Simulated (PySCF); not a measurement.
# WS₃: structure of the singlet

The task is one start of a wider search on WS₃: the singlet, from a trigonal planar start. It is relaxed, tested by its Hessian and followed downhill if it is a saddle.

Computed with PySCF 2.14.0. Level: PBE0, basis W def2-SVP with ECP60, S def2-SVP, scalar-relativistic core potentials, no spin–orbit coupling, density fitting.

## Step 1: Starting geometry

4 atoms, charge 0, spin multiplicity 1.

Bond lengths: W1–S2 2.140 Å, W1–S3 2.140 Å, W1–S4 2.140 Å. Angles: S2–W1–S3 120.0°, S2–W1–S4 120.0°, S3–W1–S4 120.0°.

Z-matrix (Å, degrees; charge 0 multiplicity 1):
```
W
S  1 2.1400
S  1 2.1400 2 120.00
S  1 2.1400 2 120.00 3 180.00
```

## Step 2: Relaxing the singlet from the trigonal planar start

One driver script runs all steps and calls PySCF; scf.py shows how it sets up the SCF of each step. The optimiser is the driver's own. Before each start the driver seeks the lowest SCF state from one or more starting densities and follows internal instabilities, so scf.py alone need not reach the same state.

The program finds D3h symmetry in the start, which this walk keeps. The walk stops when the largest gradient is under 0.0003 Eh/bohr and the energy has settled too.

scf.py reads:

```python
from pyscf import gto, scf, dft
mol = gto.M(atom='''
W     -0.000000    -0.000000    -0.000000
S      2.140003    -0.000003    -0.000000
S     -1.069999     1.853299     0.000000
S     -1.070004    -1.853296    -0.000000''',
    basis={'W': 'def2-SVP', 'S': 'def2-SVP'},
    ecp={'W': 'def2-SVP'},
    charge=0, spin=0)
mf = dft.RKS(mol, xc='PBE0')
mf.grids.atom_grid = (50, 194)
aux = {'W': 'def2-universal-JKFIT', 'S': 'def2-universal-JKFIT'}
mf = mf.density_fit(auxbasis=aux)
mf.kernel()
```

Steps of the walk:

```csv
step,energy (Eh),change (kJ/mol),largest symmetric gradient (Eh/bohr)
0,-1260.920355,0.00,0.00896
1,-1260.920700,-0.91,0.00058
2,-1260.920702,-0.91,0.00002
```

The walk needed 9.1 s of wall time on 4 threads, shared host.

End point (D3h, 2 steps, 0.9 kJ/mol gained): W–S 2.154 Å (×3); S–W–S 120.0° (×3).

## Step 3: Vibrations and properties at this point

The point is checked on the finer grid, and tightened if its gradient asks for it. The Hessian and the dipole derivatives come from central differences of analytic gradients, with steps of 0.01 bohr.

scf.py, as its differences from that of step 2:

```diff
@@ -3,4 +3,4 @@
-W     -0.000000    -0.000000    -0.000000
-S      2.140003    -0.000003    -0.000000
-S     -1.069999     1.853299     0.000000
-S     -1.070004    -1.853296    -0.000000''',
+W      0.000000    -0.000000     0.000000
+S      2.153934    -0.000003     0.000000
+S     -1.076965     1.865363    -0.000000
+S     -1.076970    -1.865360    -0.000000''',
@@ -11 +11 @@
-mf.grids.atom_grid = (50, 194)
+mf.grids.atom_grid = (75, 302)
```

The driver hands on the density of the step before, so the log starts near convergence.

Log of the central SCF (cycles and frontier levels):

```text
init E= -1260.9208079853
  HOMO = -0.274429108492853  LUMO = -0.212799520135004  gap/eV = 1.67703
cycle= 1 E= -1260.92080798399  delta_E= 1.31e-09  |g|= 6.45e-05  |ddm|= 0.00012
  HOMO = -0.274429249439961  LUMO = -0.21279673811506  gap/eV = 1.67711
cycle= 2 E= -1260.92080797521  delta_E= 8.78e-09  |g|= 0.000167  |ddm|= 0.000307
  HOMO = -0.274429221518461  LUMO = -0.212799674387652  gap/eV = 1.67703
cycle= 3 E= -1260.92080798552  delta_E= -1.03e-08  |g|= 9.97e-06  |ddm|= 0.00022
  HOMO = -0.27442921339322  LUMO = -0.212798967895579  gap/eV = 1.67704
cycle= 4 E= -1260.92080798554  delta_E= -2.41e-11  |g|= 3.37e-07  |ddm|= 8.64e-06
  HOMO = -0.274429183439726  LUMO = -0.212798959962472  gap/eV = 1.67704
Extra cycle  E= -1260.92080798554  delta_E= -2.5e-12  |g|= 2.84e-07  |ddm|= 2.31e-06
converged SCF energy = -1260.92080798554
```

The whole step took 27 s.

Geometry: D3h; W–S 2.154 Å (×3); S–W–S 120.0° (×3).

Harmonic modes (main isotopes):

```tsv
symmetry	ω (cm⁻¹)	IR (km/mol)
a2''	191i	65.1
e'	153	2.7
a1'	523	0.0
e'	537	142
```

With 1 mode imaginary (up to 191i cm⁻¹) this point is a saddle.

Constants and moments:

```
Dipole moment                                                   : 0.00 D
Highest occupied level                                          : -7.47 eV
Lowest empty level                                              : -5.79 eV
Rotational constants                                            : 0.07577, 0.07577, 0.03788 cm⁻¹
Zero-point energy (real modes)                                  : 11.4 kJ/mol
Principal polarisabilities                                      : 63.4, 108.9, 108.9 bohr³
Atomisation energy without zero-point energy                    : 1332 kJ/mol
Principal traceless quadrupole moments about the centre of mass : -5.56, -5.56, 11.13 D Å
```

Populations by atom (charges in e):

```tsv
atom	Mulliken	Löwdin	polar tensor	Mayer order to W1
W1	0.59	-0.55	1.74	–
S2,3,4	-0.20	0.18	-0.58	2.02
```

Outer orbital energies (eV). occupied: -10.65, -10.65, -9.98, -9.98, -8.38, -8.27, -8.27, -7.47; empty: -5.79, -3.74, -3.74, -1.57.

Mulliken populations on W1 (outside its core potential): s 2.46, p 6.41, d 4.44, f 0.09.

## Step 4: Following the imaginary mode

The atoms are moved a little along the softest imaginary mode and relaxed again.

The program finds C3v symmetry in the start, which this walk keeps. Threshold on the gradient: 0.0003 Eh/bohr, with a further test on the energy change.

scf.py, as its differences from that of step 3:

```diff
@@ -3,4 +3,4 @@
-W      0.000000    -0.000000     0.000000
-S      2.153934    -0.000003     0.000000
-S     -1.076965     1.865363    -0.000000
-S     -1.076970    -1.865360    -0.000000''',
+W      0.000000     0.000000    -0.062571
+S      2.153934    -0.000003     0.120000
+S     -1.076965     1.865363     0.120000
+S     -1.076970    -1.865360     0.120000''',
@@ -11 +11 @@
-mf.grids.atom_grid = (75, 302)
+mf.grids.atom_grid = (50, 194)
```

The optimiser's trace:

```csv
step,energy (Eh),change (kJ/mol),largest symmetric gradient (Eh/bohr)
0,-1260.925402,0.00,0.02371
1,-1260.939950,-38.20,0.02245
2,-1260.941474,-42.20,0.05513
3,-1260.951833,-69.39,0.01556
4,-1260.954113,-75.38,0.00633
5,-1260.954504,-76.41,0.00012
6,-1260.954504,-76.41,0.00001
```

The walk took 23 s.

End point (C3v, 6 steps, 76.4 kJ/mol gained): W–S 2.133 Å (×3); S–W–S 107.2° (×3).

## Step 5: Frequencies

The same treatment as at the point before.

scf.py, as its differences from that of step 4:

```diff
@@ -3,4 +3,4 @@
-W      0.000000     0.000000    -0.062571
-S      2.153934    -0.000003     0.120000
-S     -1.076965     1.865363     0.120000
-S     -1.076970    -1.865360     0.120000''',
+W     -0.000000    -0.000000    -0.268332
+S      1.983453    -0.000003     0.516413
+S     -0.991724     1.717722     0.516413
+S     -0.991729    -1.717720     0.516413''',
@@ -11 +11 @@
-mf.grids.atom_grid = (50, 194)
+mf.grids.atom_grid = (75, 302)
```

SCF at the final geometry:

```text
init E= -1260.95445232288
  HOMO = -0.256908024748152  LUMO = -0.167396839036123  gap/eV = 2.43572
cycle= 1 E= -1260.95445232252  delta_E= 3.54e-10  |g|= 3.63e-05  |ddm|= 5.16e-05
  HOMO = -0.256908260345784  LUMO = -0.167390232280644  gap/eV = 2.43591
cycle= 2 E= -1260.95445231823  delta_E= 4.3e-09  |g|= 0.000129  |ddm|= 0.000163
  HOMO = -0.256907853244335  LUMO = -0.167396139953472  gap/eV = 2.43574
cycle= 3 E= -1260.9544523228  delta_E= -4.58e-09  |g|= 1.94e-05  |ddm|= 0.000125
  HOMO = -0.256907957648817  LUMO = -0.167395521825807  gap/eV = 2.43576
cycle= 4 E= -1260.95445232292  delta_E= -1.16e-10  |g|= 8.78e-07  |ddm|= 2.19e-05
  HOMO = -0.256907997711329  LUMO = -0.167395536864413  gap/eV = 2.43576
cycle= 5 E= -1260.95445232292  delta_E= -9.09e-13  |g|= 3.21e-08  |ddm|= 8.86e-07
  HOMO = -0.256907997067431  LUMO = -0.167395528607873  gap/eV = 2.43576
Extra cycle  E= -1260.95445232292  delta_E= -1.14e-12  |g|= 9.95e-08  |ddm|= 1.64e-07
converged SCF energy = -1260.95445232292
```

The whole step took 34 s.

Geometry: C3v; W–S 2.133 Å (×3); S–W–S 107.3° (×3).

Modes, for the most abundant isotopes:

| symmetry | ω (cm⁻¹) | IR (km/mol) | μ (u) | type |
| --- | --- | --- | --- | --- |
| a1 | 175 | 1.0 | 40.97 | bend |
| e | 191 | 0.6 | 34.48 | bend |
| e | 535 | 118 | 38.16 | stretch |
| a1 | 554 | 0.7 | 34.14 | stretch |

Every mode is real; the point is a minimum.

Properties at this point:

```
Dipole moment                                                   : 3.63 D
Highest occupied level                                          : -6.99 eV
Lowest empty level                                              : -4.56 eV
Rotational constants                                            : 0.0741, 0.0741, 0.04467 cm⁻¹
Zero-point energy                                               : 13.0 kJ/mol
Principal polarisabilities                                      : 53.3, 104.4, 104.4 bohr³
Atomisation energy without zero-point energy                    : 1421 kJ/mol
Principal traceless quadrupole moments about the centre of mass : -4.38, -4.38, 8.75 D Å
Entropy at 298.15 K and 1 bar                                   : 323.9 J/(mol K)
Heat capacity Cp at 298.15 K                                    : 71.1 J/(mol K)
Enthalpy at 298.15 K above 0 K                                  : 16.05 kJ/mol
Rotational symmetry number                                      : 3
```

Populations by atom (charges in e):

```
  atom  Mulliken  Löwdin  polar tensor  Mayer order to W1
    W1      0.51   -0.66          1.15                  –
S2,3,4     -0.17    0.22         -0.38               2.09
```

Mulliken populations on W1 (outside its core potential): s 2.56, p 6.28, d 4.56, f 0.09.

## Step 6: Stability of the closed shell

At the lowest minimum the closed shell is tested against spin polarisation, on the (50, 194) grid. It is stable.

## Step 7: The points found, side by side

| spin | group | bonds | imaginary modes (cm⁻¹) | ΔE (kJ/mol) | with zero-point energy |
| --- | --- | --- | --- | --- | --- |
| singlet | C3v | W–S 2.133 Å (×3) | none | 0.0 | 0.0 |
| singlet | D3h | W–S 2.154 Å (×3) | 191i | 88.3 | – |

## Step 8: Outcome

```
                                 quantity                                 value
                                  minimum                          singlet, C3v
                                 geometry   W–S 2.133 Å (×3); S–W–S 107.3° (×3)
                       wavenumbers (cm⁻¹)  175 (a1), 191 (e), 535 (e), 554 (a1)
                            dipole moment                                3.63 D
     highest occupied, lowest empty level                       -6.99, -4.56 eV
                polar-tensor charge of W1                               +1.15 e
                        zero-point energy                           13.0 kJ/mol
                      entropy at 298.15 K                       323.9 J/(mol K)
atomisation energy (no zero-point energy)                           1421 kJ/mol
```

From D3h at the start the molecule goes to a C3v minimum, after a stop at a saddle point 88.3 kJ/mol higher, from which it was pushed off along an imaginary mode. The strongest infrared band lies at 535 cm⁻¹ (e, stretch). Other starts or spin states, not run here, may lie lower. Spin–orbit coupling, left out here, can matter for elements this heavy.

The search up to here needed 1.7 min of wall time on 4 threads, shared host.
